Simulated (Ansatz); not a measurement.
# F₃GaH₃N: basis-set convergence

One table from this session's results is given with a row withheld; the runs are named, their logs left out.

Computed with Ansatz 0.2.0, Gaussian basis. Level: one geometry, several basis sets.

The runs, in order: PBE0-D4/def2-SVP; ωB97M-V/def2-SVP; PBE0-D4/def2-QZVPP; ωB97M-V/def2-QZVPP; the functionals' def2-TZVPP values are taken from earlier runs.

## The relaxed structure

All runs share one geometry, relaxed beforehand with PBE0-D4 in a triple-zeta def2 set.

SMILES `[NH3+][Ga-]([F])([F])[F]`, 8 atoms, charge 0, spin multiplicity 1.

Atoms are counted from 1 here; the program's logs count them from 0.

Bond lengths: N1–Ga2 2.050 Å, N1–H6 1.015 Å, N1–H7 1.015 Å, N1–H8 1.015 Å, Ga2–F3 1.756 Å, Ga2–F4 1.756 Å, Ga2–F5 1.756 Å. Angles: Ga2–N1–H6 110.2°, Ga2–N1–H7 110.2°, Ga2–N1–H8 110.2°, H6–N1–H7 108.8°, H6–N1–H8 108.8°, H7–N1–H8 108.8°, N1–Ga2–F3 100.2°, N1–Ga2–F4 100.2°, N1–Ga2–F5 100.2°, F3–Ga2–F4 116.9°, F3–Ga2–F5 116.9°, F4–Ga2–F5 116.9°.

The first run:

in.yaml

```yaml
crystal:
  periodic: [false, false, false]
  atoms:
    - {symbol: N, position_ang: [-0.867671, -0.104768, 0.482175]}
    - {symbol: Ga, position_ang: [0.915536, 0.093271, -0.509927]}
    - {symbol: F, position_ang: [2.016937, -0.551929, 0.696627]}
    - {symbol: F, position_ang: [0.602052, -0.909394, -1.917604]}
    - {symbol: F, position_ang: [0.941079, 1.831437, -0.761450]}
    - {symbol: H, position_ang: [-1.493897, -0.708606, -0.041206]}
    - {symbol: H, position_ang: [-0.714076, -0.510213, 1.400177]}
    - {symbol: H, position_ang: [-1.307759, 0.803102, 0.595310]}
basis:
  gaussian: {orbitals: def2-SVP}
hamiltonian: {xc: pbe0, dispersion: d4}
output: {orbitals: {seedname: orbitals}}
```

The run is started by

```bash
$ ansatz run in.yaml --threads 4 --pin off --events-out ev --progress --plain --max-ram 10444MiB
```

Steps of the session up to this table: PBE0-D4 in def2-SVP; ωB97M-V in def2-SVP; PBE0-D4 in def2-QZVPP; ωB97M-V in def2-QZVPP.

One of the session's tables, all rows but one given; the rest of the session is left out.

It belongs to the step «Functionals by basis». 

```
functional       basis  HOMO (eV)
   PBE0-D4    def2-SVP      -9.96
   PBE0-D4  def2-TZVPP     -10.34
   PBE0-D4  def2-QZVPP     -10.43
   ωB97M-V    def2-SVP     -12.48
   ωB97M-V  def2-TZVPP     -12.91
   ωB97M-V  def2-QZVPP          ?
```

Q: Estimate the row for ωB97M-V, def2-QZVPP from the others.

The run gave: HOMO (eV): -12.99. In the column «HOMO (eV)» it is the lowest.
